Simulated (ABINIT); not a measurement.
# GaGe (F-43m) in ABINIT: convergence with tolvrs

Aim: find how far tolvrs must go before the results for GaGe settle, at PBE. This setting moves, with any that are tied to it; all else stays.

All numbers are computed with ABINIT 10.8.3 (patched build); they aren't measurements. Logs are shortened: lines on timing, memory, paths and dates and some standing lists are left out, and cuts for length are marked. The log counts tension as positive stress, the text compression.

## (1) Starting point

It takes space group F-43m (No. 216, cubic). Conventional cell: a = 5.796 Å, b = 5.796 Å, c = 5.796 Å, α = 90.00°, β = 90.00°, γ = 90.00°. Ge (site symmetry -43m) has 4 Ga at 2.51 Å as nearest neighbours. Around Ga (site symmetry -43m) lie 4 Ge at 2.51 Å.

The cell comes from a database or a generator and needn't be the stable form of this composition.

## (2) With tolvrs 0.01

File run.abi:

```
# Pseudopotentials
pp_dirpath "./"
pseudos "Ge.upf, Ga.upf"

# Structure
acell 3*1.0
rprim
     0.0000000000     5.4761315119     5.4761315119
     5.4761315119     0.0000000000     5.4761315119
     5.4761315119     5.4761315119     0.0000000000
ntypat 2
znucl 32 31
natom 2
typat 1 2
xred
     0.0000000000     0.0000000000     0.0000000000
     0.2500000000     0.2500000000     0.2500000000

# Plane-wave basis
ecut 40.0

# k points
kptopt 1
ngkpt 8 8 8
nshiftk 1
shiftk 0.0 0.0 0.0

# Exchange and correlation
ixc 11

# Bands and occupations
nband 18
occopt 4
tsmear 0.00183747

# SCF cycle
nstep 100
tolvrs 0.01

# Output
iomode 3
prtwf 0
prtden 0
prteig 0
prtebands 0
```

Potentials or basis: PseudoDojo NC SR PBE v0.4.1 standard.

Run with:

```sh
> abinit run.abi > log 2>&1
```

It took 64 s on 1 thread of Arm Neoverse V1, shared host; peak memory 0.11 GiB.

Results (log left out):

| Item | Value |
| --- | --- |
| Free energy | -4511.1583 eV |
| Pressure | 0.3 GPa |
| Band gap on the k mesh | none (metal or under the smearing width) |
| Valence electrons inside the program's atomic spheres | Ge 11.52; Ga 10.82 |

## (3) With tolvrs 0.001

run.abi, as its differences from that of step 2:

```diff
@@ -37,3 +37,3 @@
 nstep 100
-tolvrs 0.01
+tolvrs 0.001
```

Potentials or basis: PseudoDojo NC SR PBE v0.4.1 standard.

Run with:

```sh
> abinit run.abi > log 2>&1
```

It took 64 s on 1 thread of Arm Neoverse V1, shared host; peak memory 0.11 GiB.

Results (log left out):

| Property | Result |
| --- | --- |
| Free energy | -4511.1583 eV |
| Pressure | 0.3 GPa |
| Band gap on the k mesh | none (metal or under the smearing width) |
| Valence electrons inside the program's atomic spheres | Ge 11.52; Ga 10.82 |

## (4) With tolvrs 0.0001

run.abi, as its differences from that of step 3:

```diff
@@ -37,3 +37,3 @@
 nstep 100
-tolvrs 0.001
+tolvrs 0.0001
```

Run with:

```sh
> abinit run.abi > log 2>&1
```

Wall time 64 s (1 thread of Arm Neoverse V1, shared host); peak memory 0.11 GiB.

It converged, with:

- Free energy: -4511.1583 eV
- Pressure: 0.3 GPa
- Band gap on the k mesh: none (metal or under the smearing width)
- Valence electrons inside the program's atomic spheres: Ge 11.52; Ga 10.82

## (5) With tolvrs 1e-05

run.abi, as its differences from that of step 4:

```diff
@@ -37,3 +37,3 @@
 nstep 100
-tolvrs 0.0001
+tolvrs 1.0e-5
```

Run with:

```sh
> abinit run.abi > log 2>&1
```

Wall time 76 s (1 thread of Arm Neoverse V1, shared host); peak memory 0.11 GiB.

Results (log left out):

```yaml
Free_energy: -4511.1583 eV
Pressure: 0.3 GPa
Band_gap_on_the_k_mesh: none (metal or under the smearing width)
Valence_electrons_inside_the_program's_atomic_spheres: Ge 11.52; Ga 10.82
```

## (6) With tolvrs 1e-06

run.abi, as its differences from that of step 5:

```diff
@@ -37,3 +37,3 @@
 nstep 100
-tolvrs 1.0e-5
+tolvrs 1.0e-6
```

Potentials or basis: PseudoDojo NC SR PBE v0.4.1 standard.

Run with:

```sh
> abinit run.abi > log 2>&1
```

It took 76 s on 1 thread of Arm Neoverse V1, shared host; peak memory 0.11 GiB.

It converged, with:

* Free energy: -4511.1583 eV
* Pressure: 0.3 GPa
* Band gap on the k mesh: none (metal or under the smearing width)
* Valence electrons inside the program's atomic spheres: Ge 11.52; Ga 10.82

## (7) With tolvrs 1e-08

run.abi, as its differences from that of step 6:

```diff
@@ -37,3 +37,3 @@
 nstep 100
-tolvrs 1.0e-6
+tolvrs 1.0e-8
```

Run with:

```sh
> abinit run.abi > log 2>&1
```

Wall time 82 s (1 thread of Arm Neoverse V1, shared host); peak memory 0.11 GiB.

The run converged. Its results:

| Item | Value |
| --- | --- |
| Free energy | -4511.1583 eV |
| Pressure | 0.3 GPa |
| Band gap on the k mesh | none (metal or under the smearing width) |
| Valence electrons inside the program's atomic spheres | Ge 11.52; Ga 10.82 |

## (8) With tolvrs 1e-10

run.abi, as its differences from that of step 7:

```diff
@@ -37,3 +37,3 @@
 nstep 100
-tolvrs 1.0e-8
+tolvrs 1.0e-10
```

Run with:

```sh
> abinit run.abi > log 2>&1
```

It took 94 s on 1 thread of Arm Neoverse V1, shared host; peak memory 0.11 GiB.

It converged, with:

* Free energy: -4511.1583 eV
* Pressure: 0.3 GPa
* Band gap on the k mesh: none (metal or under the smearing width)
* Valence electrons inside the program's atomic spheres: Ge 11.52; Ga 10.82

## (9) With tolvrs 1e-13

run.abi, as its differences from that of step 8:

```diff
@@ -37,3 +37,3 @@
 nstep 100
-tolvrs 1.0e-10
+tolvrs 1.0e-13
```

Potentials or basis: PseudoDojo NC SR PBE v0.4.1 standard.

Run with:

```sh
> abinit run.abi > log 2>&1
```

run.abo:

```text
.Version 10.8.3 of ABINIT
 Symmetries : space group F-4 3 m (#216); Bravais cF (face-center cubic)
================================================================================
 Values of the parameters that define the memory need of the present run
     intxc =       0    ionmov =       0      iscf =       7    lmnmax =       6
     lnmax =       6     mgfft =      48  mpssoang =       3    mqgrid =    3001
     natom =       2  nloc_mem =       1    nspden =       1   nspinor =       1
    nsppol =       1      nsym =      24    n1xccc =    2501    ntypat =       2
    occopt =       4   xclevel =       2
       mpw =        3988          nfft =      110592          nkpt =          29
================================================================================
================================================================================

--------------------------------------------------------------------------------
------------- Echo of variables that govern the present computation ------------
--------------------------------------------------------------------------------
 -outvars: echo values of preprocessed input variables --------
            acell      1.0000000000E+00  1.0000000000E+00  1.0000000000E+00 Bohr
              amu      7.26100000E+01  6.97230000E+01
             ecut      4.00000000E+01 Hartree
              ixc          11
         kptrlatt        8    0    0      0    8    0      0    0    8
          kptrlen      6.19553556E+01
            natom           2
            nband          18
            ngfft          48      48      48
             nkpt          29
            nstep         100
             nsym          24
           ntypat           2
           occopt           4
           prtden           0
        prtebands           0
           prteig           0
            prtwf           0
            rprim      0.0000000000E+00  5.4761315119E+00  5.4761315119E+00
                       5.4761315119E+00  0.0000000000E+00  5.4761315119E+00
                       5.4761315119E+00  5.4761315119E+00  0.0000000000E+00
          spgroup         216
           tolvrs      1.00000000E-13
           tsmear      1.83747000E-03 Hartree
            typat      1  2
           xangst      0.0000000000E+00  0.0000000000E+00  0.0000000000E+00
                       1.4489219990E+00  1.4489219990E+00  1.4489219990E+00
            xcart      0.0000000000E+00  0.0000000000E+00  0.0000000000E+00
                       2.7380657560E+00  2.7380657559E+00  2.7380657560E+00
             xred      0.0000000000E+00  0.0000000000E+00  0.0000000000E+00
                       2.5000000000E-01  2.5000000000E-01  2.5000000000E-01
            znucl       32.00000   31.00000

================================================================================

 chkinp: Checking input parameters for consistency.

================================================================================
== DATASET  1 ==================================================================

--- !DatasetInfo
iteration_state: {dtset: 1, }
dimensions: {natom: 2, nkpt: 29, mband: 18, nsppol: 1, nspinor: 1, nspden: 1, mpw: 3988, }
cutoff_energies: {ecut:  40.0, pawecutdg:  -1.0, }
[... 92 lines left out ...]
 Atom  Sphere_radius  Integrated_density
    1        2.00000         11.51827411
    2        2.00000         10.81726067
================================================================================

 ----iterations are completed or convergence reached----

 Mean square residual over all n,k,spin=   22.430E-11; max=  11.265E-08
 reduced coordinates (array xred) for    2 atoms
       0.000000000000      0.000000000000      0.000000000000
       0.250000000000      0.250000000000      0.250000000000
 rms dE/dt=  3.0464E-27; max dE/dt=  4.3082E-27; dE/dt below (all hartree)
    1       0.000000000000      0.000000000000     -0.000000000000
    2       0.000000000000      0.000000000000      0.000000000000

 cartesian coordinates (angstrom) at end:
    1      0.00000000000000     0.00000000000000     0.00000000000000
    2      1.44892199901967     1.44892199901967     1.44892199901967

 cartesian forces (hartree/bohr) at end:
    1      0.00000000000000     0.00000000000000    -0.00000000000000
    2     -0.00000000000000    -0.00000000000000     0.00000000000000
 frms,max,avg= 3.7661791E-28 5.9004687E-28   0.000E+00  0.000E+00  0.000E+00 h/b

 cartesian forces (eV/Angstrom) at end:
    1      0.00000000000000     0.00000000000000    -0.00000000000000
    2     -0.00000000000000    -0.00000000000000     0.00000000000000
 frms,max,avg= 1.9366472E-26 3.0341430E-26   0.000E+00  0.000E+00  0.000E+00 e/A
 length scales=  1.000000000000  1.000000000000  1.000000000000 bohr
              =  0.529177210544  0.529177210544  0.529177210544 angstroms
 Fermi (or HOMO) energy (hartree) =   0.09856   Average Vxc (hartree)=  -0.35407
 Eigenvalues (hartree) for nkpt=  29  k points:
 kpt#   1, nband= 18, wtk=  0.00195, kpt=  0.0000  0.0000  0.0000 (reduced coord)
  -0.78398   -0.78398   -0.78398   -0.78326   -0.78326   -0.42949   -0.42949   -0.42949
  -0.42728   -0.42728   -0.28984    0.15930    0.15930    0.15930    0.17309    0.25765
   0.25765    0.25765
      occupation numbers for kpt#   1
   2.00000    2.00000    2.00000    2.00000    2.00000    2.00000    2.00000    2.00000
   2.00000    2.00000    2.00000    0.00000    0.00000    0.00000    0.00000    0.00000
   0.00000    0.00000
 prteigrs : prtvol=0 or 1, do not print more k-points.

--- !EnergyTerms
iteration_state     : {dtset: 1, }
comment             : Components of total free energy in Hartree
kinetic             :  1.29560913833123E+02
hartree             :  5.33675676308116E+01
xc                  : -4.27146759796965E+01
Ewald energy        : -8.97248059999492E+01
psp_core            :  4.57119419849895E+00
local_psp           : -1.35614833757317E+02
non_local_psp       : -8.52273118562268E+01
internal            : -1.65781951930756E+02
'-kT*entropy'       : -5.74603484896580E-05
total_energy        : -1.65782009391104E+02
total_energy_eV     : -4.51115829017619E+03
band_energy         : -1.25308018674422E+01
...

 Cartesian components of stress tensor (hartree/bohr^3)
  sigma(1 1)= -1.02892528E-05  sigma(3 2)=  0.00000000E+00
  sigma(2 2)= -1.02892528E-05  sigma(3 1)=  0.00000000E+00
  sigma(3 3)= -1.02892528E-05  sigma(2 1)=  0.00000000E+00

-Cartesian components of stress tensor (GPa)         [Pressure=  3.0272E-01 GPa]
- sigma(1 1)= -3.02720268E-01  sigma(3 2)=  0.00000000E+00
- sigma(2 2)= -3.02720268E-01  sigma(3 1)=  0.00000000E+00
- sigma(3 3)= -3.02720268E-01  sigma(2 1)=  0.00000000E+00

== END DATASET(S) ==============================================================
================================================================================

 -outvars: echo values of variables after computation  --------
            acell      1.0000000000E+00  1.0000000000E+00  1.0000000000E+00 Bohr
           etotal     -1.6578200939E+02
            fcart      1.9668229058E-28  1.9668229058E-28 -5.9004687173E-28
                      -1.9668229058E-28 -1.9668229058E-28  5.9004687173E-28
            rprim      0.0000000000E+00  5.4761315119E+00  5.4761315119E+00
                       5.4761315119E+00  0.0000000000E+00  5.4761315119E+00
                       5.4761315119E+00  5.4761315119E+00  0.0000000000E+00
           strten     -1.0289252781E-05 -1.0289252781E-05 -1.0289252781E-05
                       0.0000000000E+00  0.0000000000E+00  0.0000000000E+00
           xangst      0.0000000000E+00  0.0000000000E+00  0.0000000000E+00
                       1.4489219990E+00  1.4489219990E+00  1.4489219990E+00
             xred      0.0000000000E+00  0.0000000000E+00  0.0000000000E+00
                       2.5000000000E-01  2.5000000000E-01  2.5000000000E-01
 Calculation completed.
```

Run time: 1.8 min. Hardware: 1 thread of Arm Neoverse V1, shared host; peak memory 0.11 GiB.

What came out:

```yaml
Free_energy: -4511.1583 eV
Pressure: 0.3 GPa
Band_gap_on_the_k_mesh: none (metal or under the smearing width)
Valence_electrons_inside_the_program's_atomic_spheres: Ge 11.52; Ga 10.82
```

## (10) The series at a glance

| tolvrs | energy less the tightest run (meV/atom) | SCF cycles | CPU time (s) | peak memory (GiB) |
| --- | --- | --- | --- | --- |
| 0.01 | 0.00 | 8 | 64 | 0.11 |
| 0.001 | 0.00 | 8 | 64 | 0.11 |
| 0.0001 | 0.00 | 8 | 64 | 0.11 |
| 1e-05 | 0.00 | 10 | 76 | 0.11 |
| 1e-06 | 0.00 | 10 | 76 | 0.11 |
| 1e-08 | 0.00 | 11 | 82 | 0.11 |
| 1e-10 | 0.00 | 13 | 94 | 0.11 |
| 1e-13 | 0.00 | 15 | 110 | 0.11 |

Against the tightest run, the energy stays within 1 meV/atom from 0.01 on. The tightest run that finished is the yardstick and may itself not be fully converged.
